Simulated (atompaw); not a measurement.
# Platinum: generating and testing a PAW (atompaw) potential

Task: generate the file, and judge it by its logarithmic derivatives, its ghosts and its cutoff.

Method: atompaw 4.2.0.5, LDA (PW92), scalar-relativistic.

### Step 1. Settings

Typed settings, in words:

```
element                 : platinum (Pt, Z = 78)
type                    : PAW
frozen core             : [Kr] 4d10 4f14
valence charge          : 18
reference configuration : 5s2 5p6 5d7 6s0 6p0 (charge +3)
partial waves           : 5s (bound): rc 1.60 bohr; 6s (bound, empty): rc 1.60 bohr; 5p (bound): rc 1.60 bohr; 6p (bound, empty): rc 1.60 bohr; 5d (bound): rc 1.50 bohr; 5d channel at -1.5 Ry: rc 1.50 bohr
local potential         : troulliermartins scheme with l = 3 at 0 Ry, radius 1.30 bohr
core correction         : smooth core density matched at 1.10 bohr
augmentation charge     : sinc compensation charge, radius 1.25 bohr; PAW radius 1.60 bohr; waves and projectors: custom polynom vanderbiltortho
```

The outer shells as boxes (Hund's rule for the drawing; the calculation is spin-unpolarised):

```
[Kr] core
4d [↑↓][↑↓][↑↓][↑↓][↑↓]
4f [↑↓][↑↓][↑↓][↑↓][↑↓][↑↓][↑↓]
5s [↑↓]
5p [↑↓][↑↓][↑↓]
5d [↑↓][↑↓][↑ ][↑ ][↑ ]
6s [  ]
6p [  ][  ][  ]
```

### Step 2. The generation run

File Pt.input:

```
Pt 78
LDA-PW scalarrelativistic loggrid 2001 logderivrange -12 5 426
6 6 5 4 0 0
6 0 0
6 1 0
5 2 7
0 0 0
c
c
c
c
v
v
c
c
c
v
v
c
c
v
c
2
1.60 1.25 1.30 1.10
n
n
y
-1.5
n
custom polynom vanderbiltortho sinc
3 0 troulliermartins
1.60
1.60
1.60
1.60
1.50
1.50
PWSCFOUT
UPFDX 0.0125d0 UPFXMIN -7.d0 UPFZMESH 78.d0
END
```

On the command line:

```console
$ atompaw < Pt.input > Pt.log
```

Before running it: what results should come out? Wanted: cutoffs for 10 and 1 mRy, occupied levels; bound ghosts; largest phase difference near zero energy, channels read; lowest eigenvalue of the overlap; share of valence orbitals outside the PAW sphere; UPF file.

**Answer**, as computed:

| quantity | value |
| --- | --- |
| cutoffs for 10 and 1 mRy, occupied levels | 45 Ry and 70 Ry |
| bound ghosts | s at -220.33 eV |
| largest phase difference near zero energy, channels read | 0.007 rad |
| lowest eigenvalue of the overlap (Bessel basis) | 0.221 (s) |
| share of valence orbitals outside the PAW sphere | 5s 3 %, 6s 87 %, 5p 9 %, 6p 93 %, 5d 36 % |
| UPF file | written |

It has a bound ghost (s), a state that the atom doesn't have, and that rules the file out. It counts as of middling hardness, with 45 Ry needed at the looser tolerance. Near zero energy the phases of the channels with partial waves agree within 0.007 rad. Note that the frozen 4f shell (-106 eV) lies higher than the valence 5s shell (-137 eV).
